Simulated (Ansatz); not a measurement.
# C₂H₆OSeSi: a ladder of functionals and wavefunction methods

How much do the methods differ for C₂H₆OSeSi? The plan is to run it at one geometry with functionals of several rungs and with coupled cluster, and see how far each lands from CCSD(T) at the basis-set limit for the atomisation energy.

The runs use Ansatz 0.2.0, Gaussian basis; functionals in def2-TZVPP, the program's frozen cores in correlated methods.

The runs, in order: PBE-D4, r2SCAN-D4, PBE0-D4, B3LYP-D4, ωB97X-V, ωB97M-V, B2PLYP; CCSD(T)/def2-TZVPP; MP2/def2-QZVPP; extrapolation to the limit.

## Step 1: The geometry

The geometry comes from an earlier relaxation with PBE0-D4 in a triple-zeta def2 set; it is a stationary point, not always the lowest conformer.

11 atoms, charge 0, spin multiplicity 1.

Atoms are counted from 1 here; the program's logs count them from 0.

Bond lengths: O1–Si2 1.644 Å, O1–H6 0.958 Å, Si2–C3 1.874 Å, Si2–C5 1.874 Å, Si2–H7 1.479 Å, C3–Se4 1.981 Å, C3–H8 1.090 Å, C3–H9 1.089 Å, Se4–C5 1.981 Å, C5–H10 1.090 Å, C5–H11 1.089 Å. Angles: Si2–O1–H6 118.5°, O1–Si2–C3 119.3°, O1–Si2–C5 119.3°, O1–Si2–H7 105.3°, C3–Si2–C5 91.4°, C3–Si2–H7 110.5°, C5–Si2–H7 110.5°, Si2–C3–Se4 87.2°, Si2–C3–H8 117.7°, Si2–C3–H9 117.4°, Se4–C3–H8 110.0°, Se4–C3–H9 112.2°, H8–C3–H9 110.1°, C3–Se4–C5 85.3°, Si2–C5–Se4 87.2°, Si2–C5–H10 117.7°, Si2–C5–H11 117.4°, Se4–C5–H10 110.0° and more.

## Step 2: PBE-D4 (GGA)

in.yaml reads:

```yaml
crystal:
  periodic: [false, false, false]
  atoms:
    - {symbol: O, position_ang: [-0.342646, 1.962436, 0.765210]}
    - {symbol: Si, position_ang: [0.371153, 0.532147, 0.380267]}
    - {symbol: C, position_ang: [-0.443473, -1.071118, 0.906593]}
    - {symbol: Se, position_ang: [0.311291, -1.881213, -0.735898]}
    - {symbol: C, position_ang: [0.411407, -0.021131, -1.409525]}
    - {symbol: H, position_ang: [-1.250374, 2.107527, 0.495944]}
    - {symbol: H, position_ang: [1.742801, 0.620951, 0.926800]}
    - {symbol: H, position_ang: [-1.532024, -1.119978, 0.879133]}
    - {symbol: H, position_ang: [-0.069679, -1.549188, 1.810521]}
    - {symbol: H, position_ang: [-0.459011, 0.197923, -2.027968]}
    - {symbol: H, position_ang: [1.325856, 0.164842, -1.970379]}
basis:
  gaussian: {orbitals: def2-TZVPP}
hamiltonian: {xc: pbe, dispersion: d4}
output: {forces: true, orbitals: {seedname: orbitals}}
```

Started as:

```console
> ansatz run in.yaml --threads 4 --pin off --events-out ev --progress --plain --max-ram 10444MiB
```

Further steps of the session: r2SCAN-D4 (meta-GGA); PBE0-D4 (hybrid); B3LYP-D4 (hybrid); ωB97X-V (range-separated); ωB97M-V (range-separated); B2PLYP (double hybrid); CCSD(T) in def2-TZVPP; MP2 in def2-QZVPP.

Q: Predict the results of all the runs planned. Wanted: atomisation energy, CCSD(T)/CBS; farthest; mean size of error, hybrid; mean size of error, range-separated; gap, smallest and largest; T1 diagnostic; triples share of the correlation energy.

As calculated:

| quantity | value |
| --- | --- |
| atomisation energy, CCSD(T)/CBS | 979.4 kcal/mol |
| functionals within 9.8 kcal/mol (1.0 %) | r2SCAN-D4, PBE0-D4, B3LYP-D4, ωB97X-V, ωB97M-V |
| farthest | B2PLYP (-16.7 kcal/mol) |
| mean size of error, hybrid | 5.2 kcal/mol |
| mean size of error, range-separated | 1.3 kcal/mol |
| gap, smallest and largest | 4.06 eV (PBE-D4), 10.44 eV (ωB97X-V) |
| T1 diagnostic | 0.0107 |
| triples share of the correlation energy | 4.0 % |

PBE-D4 misses by +14.0 kcal/mol. Double hybrids carry the basis error of their MP2 part in triple zeta, and no dispersion term here, so their miss is partly the set-up's. Misses under about 9.8 kcal/mol are within the doubt on the reference itself, which lacks core-valence correlation, relativity and higher excitations, and its outer-core shells are covered unevenly. All levels share the lack of spin-orbit coupling, which lowers the free heavy atoms and so the true binding. Hartree-Fock recovers 71 % of the binding; the rest is correlation. The gap grows from 4.1 to 10.4 eV across the functionals, mostly with the share of exact exchange. Correlated methods include outer-core shells of Se, which these sets cover unevenly.
